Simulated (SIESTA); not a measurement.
Ti3Nb:

```xyz
4
Lattice="4.1334 0.0000 0.0000 0.0000 4.1334 0.0000 0.0000 0.0000 4.1334" Properties=species:S:1:pos:R:3 pbc="T T T"
Nb    0.0000    0.0000    0.0000
Ti    2.0667    2.0667    0.0000
Ti    2.0667    0.0000    2.0667
Ti    0.0000    2.0667    2.0667
```

The cell comes from a database or a generator and needn't be the stable form of this composition.

* Program: SIESTA 5.4.2
* Task: single point
* Functional: PBEsol
* Potentials or basis: PseudoDojo 0.4 standard (PBEsol files)
* Basis: DZP (energy shift 0.003 Ry; two zetas on semicore shells)
* Grid cutoff: 800 Ry
* Energy shift: 0.003 Ry
* k mesh: 7 × 7 × 7
* Occupations: fermi-dirac, width 0.05 eV
* Spin: no spin polarisation

On this cell: pressure -4.2 GPa; largest force zero by symmetry; band gap on the k mesh none (metal or under the smearing width).

The same run follows on a disturbed copy (atoms moved at random, drawn with an rms of 0.05 Å):

```
Nb Ti
1.0
     4.13343    0.00000    0.00000
     0.00000    4.13343    0.00000
     0.00000    0.00000    4.13343
Nb Ti
1 3
Cartesian
  -0.0398 0.0584 0.0514
  2.0204 2.0302 -0.0045
  2.0632 -0.0343 2.0460
  -0.0519 2.1032 2.0620
```

Question: What does the disturbed cell give?

Answer: The energy (extrapolated to zero smearing) moves by +11.4 meV/atom; pressure -4.0 GPa; largest force 0.646 eV/Å; band gap on the k mesh none (metal or under the smearing width).

Forces on the atoms (eV/Å):
```
Nb   0.114 -0.428 -0.471
Ti  -0.006  0.336 -0.061
Ti  -0.261  0.183  0.308
Ti   0.152 -0.091  0.222
```

Stress tensor (GPa, compression positive):
```
-3.74 -0.03  0.00
-0.03 -3.83  0.04
 0.00  0.04 -4.30
```

Caveats: the basis of atomic orbitals isn't converged, which shifts pressures, moduli and gaps.
